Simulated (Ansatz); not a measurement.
# H6OW: the cost of one run

All numbers below are computed with Ansatz 0.2.0 (RKS PBE0/def2-mTZVP).

1 further run of the same task is left out (it didn't finish).

## Step 1: The starting structure

Bond lengths: W1–O2 2.140 Å, O2–H3 1.010 Å, W1–H4 1.920 Å, W1–H5 1.720 Å, W1–H6 1.720 Å, W1–H7 1.720 Å, W1–H8 1.720 Å. Angles (14 of 16 angles, heavy atoms first): W1–O2–H3 84.1°, O2–W1–H4 39.3°, O2–W1–H5 90.0°, O2–W1–H6 116.5°, O2–W1–H7 90.0°, O2–W1–H8 153.5°, H4–W1–H5 90.0°, H4–W1–H6 155.7°, H4–W1–H7 90.0°, H4–W1–H8 114.3°, H5–W1–H6 90.0°, H5–W1–H7 180.0°, H5–W1–H8 90.0°, H6–W1–H7 90.0°.

As a file:

```xyz
8

W     0.0000    0.0000    0.0000
O     0.9539    0.0000    1.9156
H     0.0444   -0.2814    2.2528
H     1.7505    0.0000    0.7888
H     0.0000    1.7200    0.0000
H    -1.7200    0.0000    0.0000
H     0.0000   -1.7200    0.0000
H     0.0000    0.0000   -1.7200
```

## Step 2: Pulling towards end A

Springs on the bonds that form and break draw the guess towards this end; the thresholds are loose.

input.yaml

```yaml
crystal:
  periodic: [false, false, false]
  atoms:
    - { symbol: W, position_ang: [0.0, 0.0, 0.0] }
    - { symbol: O, position_ang: [0.9539, 0.0, 1.9156] }
    - { symbol: H, position_ang: [0.0444, -0.2814, 2.2528] }
    - { symbol: H, position_ang: [1.7505, 0.0, 0.7888] }
    - { symbol: H, position_ang: [0.0, 1.72, 0.0] }
    - { symbol: H, position_ang: [-1.72, 0.0, 0.0] }
    - { symbol: H, position_ang: [0.0, -1.72, 0.0] }
    - { symbol: H, position_ang: [0.0, 0.0, -1.72] }
basis:
  gaussian: { orbitals: def2-mTZVP }
hamiltonian:
  xc: pbe0
relax:
  f_tol: 0.15
  max_steps: 25
  restrain:
    - { distance: [1, 3], at: 2.21, k: 30.0 }
    - { distance: [0, 1], at: 1.94, k: 30.0 }
    - { distance: [0, 3], at: 1.72, k: 30.0 }
output:
  orbitals: {}
```

Launch:

```
> ansatz run input.yaml --threads 1 --pin off --max-ram 2048MiB --backend cpu --events-out ev --progress --plain --runs-dir out
```

What time and memory should one allow on 1 thread of Arm Neoverse V1, shared host?

About 49 s, with a peak of 0.15 GiB.
